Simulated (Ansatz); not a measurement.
# FH₆NOSi₂: a ladder of functionals and wavefunction methods

An exercise on one series of results from a longer session: the logs are not shown, and one member is left open.

Computed with Ansatz 0.2.0, Gaussian basis. Level: functionals in def2-TZVPP, the program's frozen cores in correlated methods.

Plan: PBE-D4, r2SCAN-D4, PBE0-D4, B3LYP-D4, ωB97X-V, ωB97M-V, B2PLYP; CCSD(T)/def2-TZVPP; MP2/def2-QZVPP; extrapolation to the limit.

### Structure used throughout

All runs share one geometry, relaxed beforehand with PBE0-D4 in a triple-zeta def2 set.

SMILES `O[SiH2]N[SiH2]F`, 11 atoms, charge 0, spin multiplicity 1.

Atoms are counted from 1 here; the program's logs count them from 0.

Bond lengths: O1–Si2 1.642 Å, O1–H6 0.959 Å, Si2–N3 1.728 Å, Si2–H7 1.485 Å, Si2–H8 1.479 Å, N3–Si4 1.708 Å, N3–H9 1.012 Å, Si4–F5 1.604 Å, Si4–H10 1.478 Å, Si4–H11 1.480 Å. Angles: Si2–O1–H6 117.7°, O1–Si2–N3 113.9°, O1–Si2–H7 111.8°, O1–Si2–H8 103.7°, N3–Si2–H7 104.7°, N3–Si2–H8 110.5°, H7–Si2–H8 112.5°, Si2–N3–Si4 128.2°, Si2–N3–H9 115.7°, Si4–N3–H9 115.6°, N3–Si4–F5 112.0°, N3–Si4–H10 109.3°, N3–Si4–H11 109.5°, F5–Si4–H10 106.2°, F5–Si4–H11 106.3°, H10–Si4–H11 113.6°.

Set-up of the first run:

File in.yaml:

```yaml
crystal:
  periodic: [false, false, false]
  atoms:
    - {symbol: O, position_ang: [-0.471171, 2.231740, -0.940929]}
    - {symbol: Si, position_ang: [-0.589860, 0.603543, -1.121407]}
    - {symbol: N, position_ang: [0.614180, -0.285726, -0.258809]}
    - {symbol: Si, position_ang: [0.429879, -1.192573, 1.176357]}
    - {symbol: F, position_ang: [0.544868, -0.273775, 2.485573]}
    - {symbol: H, position_ang: [-0.545212, 2.588923, -0.054372]}
    - {symbol: H, position_ang: [-1.882563, 0.085174, -0.606371]}
    - {symbol: H, position_ang: [-0.438399, 0.401723, -2.578243]}
    - {symbol: H, position_ang: [1.567029, -0.154252, -0.572900]}
    - {symbol: H, position_ang: [-0.922233, -1.787803, 1.206577]}
    - {symbol: H, position_ang: [1.518882, -2.189973, 1.272625]}
basis:
  gaussian: {orbitals: def2-TZVPP}
hamiltonian: {xc: pbe, dispersion: d4}
output: {forces: true, orbitals: {seedname: orbitals}}
```

On the command line:

```
> ansatz run in.yaml --threads 4 --pin off --events-out ev --progress --plain --max-ram 10444MiB
```

Steps of the session up to this table: PBE-D4 (GGA); r2SCAN-D4 (meta-GGA); PBE0-D4 (hybrid); B3LYP-D4 (hybrid); ωB97X-V (range-separated); ωB97M-V (range-separated); B2PLYP (double hybrid); CCSD(T) in def2-TZVPP; MP2 in def2-QZVPP.

One of the session's tables, all rows but one given; the rest of the session is left out.

| method | atomisation energy (kJ/mol) |
| --- | --- |
| PBE-D4 | 3966.9 |
| r2SCAN-D4 | 3949.9 |
| PBE0-D4 | 3903.3 |
| B3LYP-D4 | 3956.8 |
| ωB97X-V | 3987.7 |
| ωB97M-V | 3979.9 |
| B2PLYP | 3922.8 |
| HF/def2-TZVPP | 2880.1 |
| MP2/def2-TZVPP | 3929.1 |
| CCSD/def2-TZVPP | 3810.6 |
| CCSD(T)/def2-TZVPP | 3860.8 |
| MP2/CBS | ? |
| CCSD(T)/CBS | 3988.1 |

Q: Estimate the row for MP2/CBS from the others.

The run gave: atomisation energy (kJ/mol): 4056.4. In the column «atomisation energy (kJ/mol)» it is the highest.
